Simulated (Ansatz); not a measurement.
# TiMnC4N4: the cost of one run

Computed with Ansatz 0.2.0 (DFT PBE, scalar-relativistic, plane waves, PAW, unless a step's input says otherwise).

2 further runs of the same task are left out: 1 that didn't finish, 1 set aside as unsound or not needed.

### Step 1. The system as given

The structure is cubic, space group P-43m (No. 215). Conventional cell: a = 5.933 Å, b = 5.933 Å, c = 5.933 Å, α = 90.00°, β = 90.00°, γ = 90.00°. Ti (site symmetry -43m) is surrounded by 4 N at 2.03 Å. Mn (site symmetry -43m) has 4 C at 1.94 Å in its first shell of neighbours. Around C (site symmetry 3m) lie 1 N at 1.17 Å and 1 Mn at 1.94 Å. N (site symmetry 3m) is surrounded by 1 C at 1.17 Å and 1 Ti at 2.03 Å.

Structure file:

```cif
data_structure
_symmetry_space_group_name_H-M 'P 1'
_symmetry_Int_Tables_number 1
_cell_length_a 5.9329
_cell_length_b 5.9329
_cell_length_c 5.9329
_cell_angle_alpha 90.000
_cell_angle_beta 90.000
_cell_angle_gamma 90.000
_cell_volume 208.83
loop_
_atom_site_label
_atom_site_type_symbol
_atom_site_fract_x
_atom_site_fract_y
_atom_site_fract_z
_atom_site_occupancy
Ti1 Ti 0.50000 0.50000 0.50000 1
Mn1 Mn 0.00000 0.00000 0.00000 1
C1 C 0.18859 0.18859 0.18859 1
C2 C 0.18859 0.81141 0.81141 1
C3 C 0.81141 0.18859 0.81141 1
C4 C 0.81141 0.81141 0.18859 1
N1 N 0.30245 0.30245 0.30245 1
N2 N 0.30245 0.69755 0.69755 1
N3 N 0.69755 0.30245 0.69755 1
N4 N 0.69755 0.69755 0.30245 1
```

Recipe of the guess: two interpenetrating cyanide-bridged diamond nets (P-43m, No. 215). The dimensions are guesses.

### Step 2. The guess as it stands, on a coarse mesh

input.yaml

```yaml
crystal:
  lattice:
    - [5.93285137, 0.0, 0.0]
    - [0.0, 5.93285137, 0.0]
    - [0.0, 0.0, 5.93285137]
  atoms:
    - { symbol: Ti, position: [0.5, 0.5, 0.5], spin: -1.0 }
    - { symbol: Mn, position: [0.0, 0.0, 0.0], spin: -4.0 }
    - { symbol: C, position: [0.18859478, 0.18859478, 0.18859478] }
    - { symbol: C, position: [0.18859478, 0.81140522, 0.81140522] }
    - { symbol: C, position: [0.81140522, 0.18859478, 0.81140522] }
    - { symbol: C, position: [0.81140522, 0.81140522, 0.18859478] }
    - { symbol: "N", position: [0.30245232, 0.30245232, 0.30245232] }
    - { symbol: "N", position: [0.30245232, 0.69754768, 0.69754768] }
    - { symbol: "N", position: [0.69754768, 0.30245232, 0.69754768] }
    - { symbol: "N", position: [0.69754768, 0.69754768, 0.30245232] }
basis:
  ecutwfc: 420
kpoints:
  mp_grid: { grid: [4, 4, 4] }
hamiltonian:
  xc: pbe
scf:
  occupations: { method: gaussian, width: 0.1 }
  lower_state_search: "off"
output:
  forces: true
  stress: true
  eigenvalues: true
  populations: true
magnetization:
  spin_polarized: true
```

The run is started by

```console
$ ansatz run input.yaml --threads 1 --pin off --max-ram 2560MiB --backend cpu --events-out ev --progress --plain --runs-dir out
```

**Question.** How long does this run take on 1 thread of Intel Xeon Platinum 8488C (Sapphire Rapids), shared host, and how much memory does it need?

About 26 s, with a peak of 0.55 GiB.
